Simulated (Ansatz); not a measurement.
# PBE-QIDH/cc-pVDZ run of GeSiH6O (SMILES [OH][GeH2][SiH3])

Aim: the electronic atomisation energy of GeSiH6O at PBE-QIDH/cc-pVDZ, from 5 runs. 

Program for the calculation: Ansatz 0.2.0.

63 further runs of the same task are left out: 63 set aside as unsound or not needed. Runs told in other sessions of the task aren't counted.

**1. The structure to begin with**

GeSiH6O: 9 atoms, total charge 0, spin state singlet. As SMILES, `[OH][GeH2][SiH3]`. Geometry: relaxed at PBE0-D4/def2-TZVP. This is one conformer, not always the lowest.

Bond lengths: O1–Ge2 1.791 Å, Ge2–Si3 2.389 Å, O1–H4 0.960 Å, Ge2–H5 1.546 Å, Ge2–H6 1.536 Å, Si3–H7 1.488 Å, Si3–H8 1.488 Å, Si3–H9 1.486 Å. Some angles: O1–Ge2–Si3 109.9°, O1–Ge2–H5 109.2°, O1–Ge2–H6 103.6°, Si3–Ge2–H5 111.3°, Si3–Ge2–H6 113.0°, Ge2–O1–H4 112.4°, Ge2–Si3–H7 110.2°, Ge2–Si3–H8 109.3°, Ge2–Si3–H9 110.4°, H5–Ge2–H6 109.6°.

**2. A single-point energy at PBE-QIDH/cc-pVDZ**

Contents of in.yaml:

```yaml
crystal:
  periodic: [false, false, false]
  atoms:
    - {symbol: O, position_ang: [-1.665400, 1.003200, -0.854800]}
    - {symbol: Ge, position_ang: [0.086300, 0.899600, -0.495500]}
    - {symbol: Si, position_ang: [0.525800, -1.010700, 0.870400]}
    - {symbol: H, position_ang: [-1.973400, 0.267900, -1.389000]}
    - {symbol: H, position_ang: [0.873700, 0.832100, -1.824400]}
    - {symbol: H, position_ang: [0.388100, 2.226700, 0.215900]}
    - {symbol: H, position_ang: [1.986000, -1.132800, 1.128400]}
    - {symbol: H, position_ang: [0.060100, -2.236200, 0.166300]}
    - {symbol: H, position_ang: [-0.192800, -0.896100, 2.165800]}
basis:
  gaussian: {orbitals: cc-pVDZ}
correlation: {frozen_orbitals: {Ge: 9, H: 0, O: 1, Si: 5}}
output: {orbitals: {seedname: orbitals}}
total_charge: 0
hamiltonian: {xc: {name: PBE-QIDH}}
accuracy: high
```

Started as:

```bash
$ ansatz run in.yaml --threads 1 --pin off --max-ram 3480MiB --events-out events.jsonl --progress --plain --runs-dir runs
```

The program printed:

```text
Warning: RAYON_NUM_THREADS=1 ignored (pool sized by the plan → 1); use --threads N
Functional definition: PBE-QIDH
  name "PBE-QIDH"
  parameter a = 3^(-1/3)
  parameter c = 1/3
  exchange = (1 - a)*pbe_x + a*exact_x
  correlation = (1 - c)*pbe_c + c*(mp2_os + mp2_ss)
2066 factors; integrals over basis functions are off by at most 4.7e-9 eV
mean field evaluation 1: about -66506.6722 eV, gradient 3.7e1 eV
mean field evaluation 2: about -66506.6828 eV, gradient 3.7e1 eV
mean field evaluation 4: about -66509.3224 eV, gradient 1.9e0 eV
mean field evaluation 8: about -66509.3360 eV, gradient 5.9e-2 eV
mean field evaluation 16: about -66509.3360 eV, gradient 8.1e-6 eV
mean field -66509.33600650 eV, -2444.1730165919 hartree, gradient 6.6e-8 eV, S^2 0.000000; 0 other end points of the search recorded, 0 dependent functions left out
15 core orbitals not correlated: weight in the atoms' cores, before any rotation towards them, 1.000 or more for the frozen orbitals, at most 0.000 for the correlated occupied ones
reference -66509.33600763 eV, -2444.1730166333 hartree; 15, 15 occupied and 59, 59 virtual orbitals, 2066 factors
second order -12.87400409 eV of doubles, -0.00000000 eV of singles
Total energy: -66513.62734233 eV, -2444.3307202746 hartree
```

Wall time 14 s (1 thread of Arm Neoverse V1, shared host); peak memory 0.34 GiB.

**3. The Ge atom at the same level**

Contents of job.yaml:

```yaml
crystal:
  periodic: [false, false, false]
  atoms:
    - {symbol: Ge, position_ang: [0.000000, 0.000000, 0.000000]}
basis:
  gaussian:
    orbitals: cc-pVDZ
magnetization:
  spin_polarized: true
  initial_magnetization: 2
hamiltonian:
  xc: {name: PBE-QIDH}
correlation:
  frozen_orbitals: {Ge: 9}
accuracy: high
```

Run the same way, it converges to -2076.24661 Eh (log not shown).

**4. The H atom, same level**

Contents of molecule.yaml:

```yaml
crystal:
  periodic: [false, false, false]
  atoms:
    - {symbol: H, position_ang: [0.000000, 0.000000, 0.000000]}
basis:
  gaussian: {orbitals: cc-pVDZ}
magnetization: {spin_polarized: true, initial_magnetization: 1}
hamiltonian: {xc: {name: PBE-QIDH}}
correlation: {frozen_orbitals: {H: 0}}
accuracy: high
```

Run the same way, it converges to -0.50124 Eh (log not shown).

**5. The O atom**

Contents of job.yaml:

```yaml
crystal:
  periodic: [false, false, false]
  atoms:
    - symbol: O
      position_ang: [0.000000, 0.000000, 0.000000]
basis:
  gaussian: {orbitals: cc-pVDZ}
magnetization: {spin_polarized: true, initial_magnetization: 2}
hamiltonian: {xc: {name: PBE-QIDH}}
correlation: {frozen_orbitals: {O: 1}}
accuracy: high
```

Started as:

```bash
$ ansatz run job.yaml --threads 1 --pin off --max-ram 3480MiB --events-out events.jsonl --progress --plain --runs-dir runs
```

The program printed:

```text
Warning: RAYON_NUM_THREADS=1 ignored (pool sized by the plan → 1); use --threads N
Functional definition: PBE-QIDH
  name "PBE-QIDH"
  parameter a = 3^(-1/3)
  parameter c = 1/3
  exchange = (1 - a)*pbe_x + a*exact_x
  correlation = (1 - c)*pbe_c + c*(mp2_os + mp2_ss)
96 factors; integrals over basis functions are off by at most 1.3e-9 eV
mean field evaluation 1: about -2038.9753 eV, gradient 5.4e0 eV
mean field evaluation 2: about -2038.9755 eV, gradient 5.4e0 eV
mean field evaluation 4: about -2039.0876 eV, gradient 3.8e-1 eV
mean field evaluation 8: about -2039.0884 eV, gradient 1.9e-3 eV
mean field evaluation 16: about -2039.0884 eV, gradient 1.2e-8 eV
mean field -2039.08837982 eV, -74.9351158146 hartree, gradient 1.2e-8 eV, S^2 2.003013; 0 other end points of the search recorded, 0 dependent functions left out
1 core orbitals not correlated: weight in the atoms' cores, before any rotation towards them, 1.000 or more for the frozen orbitals, at most 0.000 for the correlated occupied ones
reference -2039.08838003 eV, -74.9351158223 hartree; 4, 2 occupied and 9, 11 virtual orbitals, 96 factors
second order -3.05146327 eV of doubles, -0.00000000 eV of singles
Total energy: -2040.10553445 eV, -74.9724955580 hartree
```

It took 0.34 s on 1 thread of Arm Neoverse V1, shared host.

**6. The Si atom, same level**

Contents of run.yaml:

```yaml
crystal:
  periodic: [false, false, false]
  atoms:
    - {symbol: Si, position_ang: [0.000000, 0.000000, 0.000000]}
basis:
  gaussian: {orbitals: cc-pVDZ}
magnetization: {spin_polarized: true, initial_magnetization: 2}
hamiltonian: {xc: {name: PBE-QIDH}}
correlation: {frozen_orbitals: {Si: 5}}
accuracy: high
```

Run the same way, it converges to -289.15460 Eh (log not shown).

**7. Summary of results**

Level: PBE-QIDH/cc-pVDZ, 15 core orbitals frozen.

| quantity | value |
| --- | --- |
| molecule: total energy | -2444.33072 Eh |
| molecule: HOMO energy (SCF part's orbitals) | -9.66 eV |
| molecule: LUMO energy (SCF part's orbitals) | 1.60 eV |
| molecule: HOMO–LUMO gap (SCF part's orbitals) | 11.27 eV |
| Ge atom: total energy | -2076.24661 Eh |
| Ge atom: ⟨S²⟩ | 2.006 |
| H atom: total energy | -0.50124 Eh |
| H atom: ⟨S²⟩ | 0.750 |
| O atom: total energy | -74.97250 Eh |
| O atom: ⟨S²⟩ | 2.003 |
| Si atom: total energy | -289.15460 Eh |
| Si atom: ⟨S²⟩ | 2.007 |
| electronic atomisation energy | 25.839 eV |

What this shows: Taking the molecule apart into free atoms costs 25.84 eV (596 kcal/mol), before zero-point energy and without spin-orbit coupling.
